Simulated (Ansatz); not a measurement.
# C₂H₃BSeZn: up Jacob's ladder to CCSD(T)

The task here is to estimate one member of a computed series from the others.

Computed with Ansatz 0.2.0, Gaussian basis. Level: functionals in def2-TZVPP, the program's frozen cores in correlated methods.

The runs, in order: LDA (SPW92), PBE-D4, revPBE-D4, BLYP-D4, r2SCAN-D4, B97M-V, PBE0-D4, B3LYP-D4, r2SCANh-D4, r2SCAN0-D4, HSE06-D4, BHLYP-D4, CAM-B3LYP-D4, LC-ωPBE, ωB97X-V, ωB97M-V, B2PLYP, PBE-QIDH; CCSD(T)/def2-SVP; CCSD(T)/def2-TZVPP; MP2/def2-QZVPP; extrapolation to the limit; RPA on PBE.

1 further run of the same task is left out (it didn't finish).

### The geometry

An earlier PBE0-D4 in a triple-zeta def2 set relaxation fixed the geometry.

8 atoms, charge 0, spin multiplicity 1.

Atoms are counted from 1 here; the program's logs count them from 0.

Bond lengths: C1–C2 1.322 Å, C1–H6 1.087 Å, C1–H7 1.086 Å, C2–Zn3 2.000 Å, C2–Se5 1.990 Å, Zn3–B4 2.082 Å, B4–Se5 1.906 Å, B4–H8 1.188 Å. Angles: C2–C1–H6 124.3°, C2–C1–H7 119.4°, H6–C1–H7 116.3°, C1–C2–Zn3 153.2°, C1–C2–Se5 120.9°, Zn3–C2–Se5 85.9°, C2–Zn3–B4 91.3°, Zn3–B4–Se5 85.8°, Zn3–B4–H8 151.6°, Se5–B4–H8 122.6°, C2–Se5–B4 97.0°.

Set-up of the first run:

File in.yaml:

```yaml
crystal:
  periodic: [false, false, false]
  atoms:
    - {symbol: C, position_ang: [0.627801, 1.780251, 0.154911]}
    - {symbol: C, position_ang: [0.468677, 0.470663, 0.069234]}
    - {symbol: Zn, position_ang: [1.145791, -1.411283, 0.030859]}
    - {symbol: B, position_ang: [-0.787624, -2.150772, -0.189843]}
    - {symbol: Se, position_ang: [-1.341402, -0.327895, -0.143159]}
    - {symbol: H, position_ang: [-0.186293, 2.499383, 0.117613]}
    - {symbol: H, position_ang: [1.627491, 2.189415, 0.270464]}
    - {symbol: H, position_ang: [-1.554441, -3.049761, -0.310090]}
basis:
  gaussian: {orbitals: def2-TZVPP}
hamiltonian: {xc: lda}
output: {orbitals: {seedname: orbitals}}
```

The run is started by

```console
$ ansatz run in.yaml --threads 2 --pin off --events-out ev --progress --plain --max-ram 32768MiB --backend cpu
```

Among the steps run: LDA; PBE-D4 (GGA); revPBE-D4 (GGA); BLYP-D4 (GGA); r2SCAN-D4 (meta-GGA); B97M-V (meta-GGA); B3LYP-D4 (hybrid); r2SCANh-D4 (hybrid); r2SCAN0-D4 (hybrid); HSE06-D4 (hybrid); BHLYP-D4 (hybrid); CAM-B3LYP-D4 (range-separated); LC-ωPBE (range-separated); ωB97X-V (range-separated); ωB97M-V (range-separated); B2PLYP (double hybrid); PBE-QIDH (double hybrid).

One table of the session follows, with a row left open; its other results are not shown here.

It belongs to the step «Frontier levels by functional». 

```
  functional  HOMO (eV)  LUMO (eV)  gap (eV)
 LDA (SPW92)      -5.84      -2.92      2.92
      PBE-D4          ?          ?         ?
   revPBE-D4      -5.61      -2.58      3.03
     BLYP-D4      -5.55      -2.53      3.02
   r2SCAN-D4      -5.92      -2.49      3.43
      B97M-V      -5.91      -2.58      3.33
     PBE0-D4      -6.72      -1.86      4.86
    B3LYP-D4      -6.55      -2.11      4.45
  r2SCANh-D4      -6.31      -2.18      4.13
  r2SCAN0-D4      -6.88      -1.76      5.12
    HSE06-D4      -6.33      -2.22      4.11
    BHLYP-D4      -7.62      -1.22      6.40
CAM-B3LYP-D4      -7.99      -1.05      6.94
     LC-ωPBE      -9.23      -0.03      9.19
     ωB97X-V      -8.91      -0.12      8.79
     ωB97M-V      -8.79      -0.28      8.52
```

**Question.** Estimate the row for PBE-D4.

As computed: HOMO (eV): -5.68; LUMO (eV): -2.68; gap (eV): 3.00. In the column «HOMO (eV)» it lies between LDA (SPW92) (-5.84) and revPBE-D4 (-5.61).
